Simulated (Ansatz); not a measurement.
**BF2H4NOSi: one species, many methods**

An exercise on one series of results from a longer session: the logs are not shown, and one member is left open.

Computed with Ansatz 0.2.0, Gaussian basis. Level: functionals in def2-TZVPP, the program's frozen cores in correlated methods.

Levels to be run: LDA (SPW92), PBE-D4, revPBE-D4, BLYP-D4, r2SCAN-D4, B97M-V, PBE0-D4, B3LYP-D4, r2SCANh-D4, r2SCAN0-D4, HSE06-D4, BHLYP-D4, CAM-B3LYP-D4, LC-ωPBE, ωB97X-V, ωB97M-V, B2PLYP, PBE-QIDH; CCSD(T)/def2-SVP; CCSD(T)/def2-TZVPP; MP2/def2-QZVPP; extrapolation to the limit; RPA on PBE.

## The relaxed structure

The geometry comes from an earlier relaxation with PBE0-D4 in a triple-zeta def2 set; it is a stationary point, not always the lowest conformer.

SMILES `NB(O)[SiH](F)F`, 10 atoms, charge 0, spin multiplicity 1.

Atoms are counted from 1 here; the program's logs count them from 0.

Bond lengths: N1–B2 1.403 Å, N1–H7 1.005 Å, N1–H8 1.008 Å, B2–O3 1.366 Å, B2–Si4 2.025 Å, O3–H9 0.961 Å, Si4–F5 1.596 Å, Si4–F6 1.596 Å, Si4–H10 1.488 Å. Angles: B2–N1–H7 122.4°, B2–N1–H8 124.5°, H7–N1–H8 113.0°, N1–B2–O3 123.8°, N1–B2–Si4 118.6°, O3–B2–Si4 117.6°, B2–O3–H9 115.4°, B2–Si4–F5 111.3°, B2–Si4–F6 111.3°, B2–Si4–H10 114.6°, F5–Si4–F6 106.5°, F5–Si4–H10 106.4°, F6–Si4–H10 106.4°.

As a file:

```xyz
10
BF2H4NOSi
N     0.6421   -1.2400    0.7170
B     0.4670    0.0874    0.2975
O     1.3015    1.1113    0.6462
Si   -1.1096    0.5280   -0.8944
F    -0.6287    1.1491   -2.2835
F    -2.0608    1.6156   -0.2168
H     0.0146   -1.9774    0.4481
H     1.3936   -1.5576    1.3088
H     2.0391    0.8666    1.2123
H    -1.9757   -0.6343   -1.2322
```

Set-up of the first run:

in.yaml

```yaml
crystal:
  periodic: [false, false, false]
  atoms:
    - {symbol: N, position_ang: [0.642103, -1.239952, 0.716962]}
    - {symbol: B, position_ang: [0.467027, 0.087374, 0.297529]}
    - {symbol: O, position_ang: [1.301481, 1.111282, 0.646239]}
    - {symbol: Si, position_ang: [-1.109589, 0.528048, -0.894377]}
    - {symbol: F, position_ang: [-0.628740, 1.149134, -2.283538]}
    - {symbol: F, position_ang: [-2.060801, 1.615621, -0.216838]}
    - {symbol: H, position_ang: [0.014566, -1.977441, 0.448092]}
    - {symbol: H, position_ang: [1.393622, -1.557569, 1.308781]}
    - {symbol: H, position_ang: [2.039139, 0.866641, 1.212289]}
    - {symbol: H, position_ang: [-1.975707, -0.634339, -1.232239]}
basis:
  gaussian: {orbitals: def2-TZVPP}
hamiltonian: {xc: lda}
output: {orbitals: {seedname: orbitals}}
```

Launch:

```sh
$ ansatz run in.yaml --threads 4 --pin off --events-out ev --progress --plain --max-ram 10444MiB
```

Among the steps run: LDA; PBE-D4 (GGA); revPBE-D4 (GGA); BLYP-D4 (GGA); r2SCAN-D4 (meta-GGA); B97M-V (meta-GGA); B3LYP-D4 (hybrid); r2SCANh-D4 (hybrid); r2SCAN0-D4 (hybrid); HSE06-D4 (hybrid); BHLYP-D4 (hybrid); CAM-B3LYP-D4 (range-separated); LC-ωPBE (range-separated); ωB97X-V (range-separated); ωB97M-V (range-separated); B2PLYP (double hybrid); PBE-QIDH (double hybrid).

One of the session's tables, all rows but one given; the rest of the session is left out.

It belongs to the step «Orbital energies across the functionals». 

```
  functional  HOMO (eV)  gap (eV)
 LDA (SPW92)          ?         ?
      PBE-D4      -6.88      5.59
   revPBE-D4      -6.83      5.66
     BLYP-D4      -6.81      5.68
   r2SCAN-D4      -7.20      6.17
      B97M-V      -7.29      6.16
     PBE0-D4      -8.28      7.89
    B3LYP-D4      -8.09      7.50
  r2SCANh-D4      -7.71      7.00
  r2SCAN0-D4      -8.48      8.24
    HSE06-D4      -7.87      7.10
    BHLYP-D4      -9.64     10.21
CAM-B3LYP-D4      -9.70     10.41
     LC-ωPBE     -10.99     12.89
     ωB97X-V     -10.68     12.46
     ωB97M-V     -10.46     12.00
```

Estimate the missing values for LDA (SPW92).

**Answer.** HOMO (eV): -6.96; gap (eV): 5.41. In the column «HOMO (eV)» it lies between r2SCAN-D4 (-7.20) and PBE-D4 (-6.88).
